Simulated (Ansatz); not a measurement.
# C3H9AlO: the cost of one run

The runs use Ansatz 0.2.0, Gaussian basis; functionals in def2-TZVPP, the program's frozen cores in correlated methods.

The runs, in order: PBE-D4, r2SCAN-D4, PBE0-D4, B3LYP-D4, ωB97X-V, ωB97M-V, B2PLYP; CCSD(T)/def2-TZVPP; MP2/def2-QZVPP; extrapolation to the limit.

### Step 1. The relaxed structure

The geometry comes from an earlier relaxation with PBE0-D4 in a triple-zeta def2 set; it is a stationary point, not always the lowest conformer.

14 atoms, charge 0, spin multiplicity 1.

Atoms are counted from 1 here; the program's logs count them from 0.

Bond lengths: C1–C2 1.522 Å, C1–H6 1.092 Å, C1–H7 1.094 Å, C1–H8 1.094 Å, C2–C3 1.528 Å, C2–H9 1.097 Å, C2–H10 1.097 Å, C3–O4 1.427 Å, C3–Al5 1.981 Å, C3–H11 1.107 Å, O4–H12 0.962 Å, Al5–H13 1.592 Å, Al5–H14 1.585 Å. Angles: C2–C1–H6 111.4°, C2–C1–H7 111.0°, C2–C1–H8 111.7°, H6–C1–H7 107.8°, H6–C1–H8 106.7°, H7–C1–H8 108.1°, C1–C2–C3 113.7°, C1–C2–H9 109.0°, C1–C2–H10 109.2°, C3–C2–H9 109.7°, C3–C2–H10 108.4°, H9–C2–H10 106.6°, C2–C3–O4 112.6°, C2–C3–Al5 112.9°, C2–C3–H11 106.9°, O4–C3–Al5 107.9°, O4–C3–H11 109.5°, Al5–C3–H11 106.9° and more.

### Step 2. PBE-D4 (GGA)

in.yaml reads:

```yaml
crystal:
  periodic: [false, false, false]
  atoms:
    - {symbol: C, position_ang: [-1.709507, 0.571518, 0.632790]}
    - {symbol: C, position_ang: [-0.320950, 0.728752, 0.028791]}
    - {symbol: C, position_ang: [0.489341, -0.566714, 0.008993]}
    - {symbol: O, position_ang: [-0.131842, -1.589061, -0.769461]}
    - {symbol: Al, position_ang: [2.331098, -0.312224, -0.675620]}
    - {symbol: H, position_ang: [-2.240816, 1.525350, 0.665131]}
    - {symbol: H, position_ang: [-1.650325, 0.186878, 1.655488]}
    - {symbol: H, position_ang: [-2.329237, -0.113761, 0.047073]}
    - {symbol: H, position_ang: [-0.416733, 1.120494, -0.991156]}
    - {symbol: H, position_ang: [0.238735, 1.478731, 0.600578]}
    - {symbol: H, position_ang: [0.579949, -0.904629, 1.059228]}
    - {symbol: H, position_ang: [-0.991533, -1.790241, -0.387420]}
    - {symbol: H, position_ang: [3.255333, 0.733632, 0.091130]}
    - {symbol: H, position_ang: [2.883685, -1.097923, -1.936745]}
basis:
  gaussian: {orbitals: def2-TZVPP}
hamiltonian: {xc: pbe, dispersion: d4}
output: {forces: true, orbitals: {seedname: orbitals}}
```

Started as:

```console
$ ansatz run in.yaml --threads 4 --pin off --events-out ev --progress --plain --max-ram 10444MiB
```

Q: Estimate wall time and peak memory on 4 threads of Arm Neoverse V1, shared host.

About 3.6 s, with a peak of 0.4 GiB.
